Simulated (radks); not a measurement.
# Ge⁴⁺ in [Ne] 3p6 3d10 4f2: an all-electron calculation

The task here is to estimate one member of a computed series from the others.

Program: radks (a radial shooting solver on a logarithmic mesh, Libxc functionals) version 1. Level of theory: Dirac Kohn-Sham, PBE, spin-unpolarised, spherical densities, point nucleus; open shells fill j = l - 1/2 first. These are calculated values, not measurements, unless marked.

## What is computed

```
element       : germanium (Z = 32)
charge        : +4
electrons     : 28
configuration : [Ne] 3p6 3d10 4f2
```

The first run:

The run's settings:

```text
Z 32
configuration [Ne] 3p6 3d10 4f2 3s0 4p0
relativity Dirac
functional pbe,pbe
spin unpolarised
j_filling energy
nucleus point
c 137.035999084
```

One of the session's tables, all rows but one given; the rest of the session is left out.

It belongs to the step «Orbitals and density». From the orbitals of this run (lengths in bohr):

| level | <r> | outermost maximum (interpolated) | 90 % within | nodes |
| --- | --- | --- | --- | --- |
| 1s1/2 | 0.04699 | 0.0307 | 0.0840 | 0 |
| 2s1/2 | 0.2096 | 0.176 | 0.325 | 1 |
| 2p1/2 | 0.1810 | 0.139 | 0.296 | 0 |
| 2p3/2 | 0.1846 | 0.142 | 0.301 | 0 |
| 3s1/2 | ? | ? | ? | ? |
| 3p1/2 | 0.6208 | 0.532 | 0.946 | 1 |
| 3p3/2 | 0.6301 | 0.540 | 0.960 | 1 |
| 3d3/2 | 0.6534 | 0.487 | 1.07 | 0 |
| 3d5/2 | 0.6567 | 0.489 | 1.07 | 0 |
| 4p1/2 | 1.761 | 1.57 | 2.57 | 2 |
| 4p3/2 | 1.780 | 1.59 | 2.60 | 2 |
| 4f5/2 | 3.063 | 2.73 | 4.51 | 0 |
| 4f7/2 | 3.063 | 2.73 | 4.51 | 0 |

Q: Estimate the row for 3s1/2 from the others.

**Answer.** <r>: 0.6119; outermost maximum (interpolated): 0.538; 90 % within: 0.910; nodes: 2. In the column «<r>» it lies between 2s1/2 (0.2096) and 3p1/2 (0.6208).
